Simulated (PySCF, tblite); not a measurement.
# C5H11O2 radical: geometry, infrared bands and EPR parameters

Wanted: the infrared bands and EPR parameters of C5H11O2 radical (`[CH2]OCOC(C)C`), by calculation.

Computed with tblite 0.8.0 and PySCF 2.14.0, with density-fitted response routines of our own, on a single molecule in the gas phase. Atoms are numbered from 0 throughout.

**1. The starting structure**

18 atoms, charge 0, multiplicity 2; geometry from: force field or distance geometry start.

Bonds of the start (Å): C0–O1 1.42, O1–C2 1.41, C2–O3 1.40, O3–C4 1.40, C4–C5 1.52, C4–C6 1.54, C0–H7 1.10, C0–H8 1.12, C2–H9 1.12, C2–H10 1.11, C4–H11 1.08, C5–H12 1.09, C5–H13 1.10, C5–H14 1.11, C6–H15 1.09, C6–H16 1.11, C6–H17 1.11.

**2. Optimising the geometry with GFN2-xTB**

Job settings and geometry (Å):

```
{"job": {"kind": "relax", "xc": "GFN2-xTB", "basis": "xTB"}, "charge": 0, "multiplicity": 2}
C      3.589000    -0.023700    -0.339000
O      2.293600    -0.161100    -0.914300
C      1.331800     0.005900     0.098200
O      0.090900    -0.137100    -0.534300
C     -0.978400     0.001700     0.356800
C     -1.836800    -1.242900     0.229400
C     -1.816900     1.142100    -0.252100
H      3.627000    -0.729500     0.506100
H      3.714000     1.033500    -0.004700
H      1.472100    -0.740800     0.924700
H      1.379200     1.017700     0.542500
H     -0.683800     0.212000     1.376000
H     -1.252600    -2.099700     0.578600
H     -2.744900    -1.071900     0.834100
H     -2.085000    -1.341700    -0.852600
H     -1.954200     0.962100    -1.321900
H     -1.330600     2.122200    -0.079100
H     -2.823000     1.057600     0.215100
```

Started as:

```console
> OMP_NUM_THREADS=1 python probes_run.py task.json out
```

One launch serves the whole session: the jobs run in the order shown.

**Question.** This job is followed by: GFN2-xTB harmonic vibrations, gas phase; UKS B3LYP, pcH-1 on C H O, non-relativistic, mean-field spin-orbit, GIAO. What will the session give for the following? strongest single infrared mode (GFN2-xTB); zero-point energy (GFN2-xTB); g(iso) (B3LYP); ⟨S²⟩; largest a(iso) (averaged by class); surface potential, 1st and 99th percentile.

The runs gave:

| quantity | value |
| --- | --- |
| strongest single infrared mode (GFN2-xTB) | 1069 cm⁻¹, 160 km/mol |
| zero-point energy (GFN2-xTB) | 94.9 kcal/mol |
| g(iso) (B3LYP) | 2.00333 |
| ⟨S²⟩ | 0.753 (exact 0.75) |
| largest a(iso) (averaged by class) | 13C on C0, 134.2 MHz |
| surface potential, 1st and 99th percentile | -1.18 V and 0.81 V |

In words: The optimisation took 194 steps and gained 1.380 eV; among the close pairs (by a distance rule), C0–O1 changed most, from 1.424 to 1.367 Å. All 48 modes are real, so the xTB geometry is a minimum. The strongest single mode, at 1069 cm⁻¹, moves mainly O3 and C2. Unscaled tight-binding wavenumbers are off by several per cent, some by more. Its intensities can rank the bands wrongly. Most of the unpaired spin sits on C0 (0.95 e). The isotropic g lies 1.0 ppt above the free-electron value.
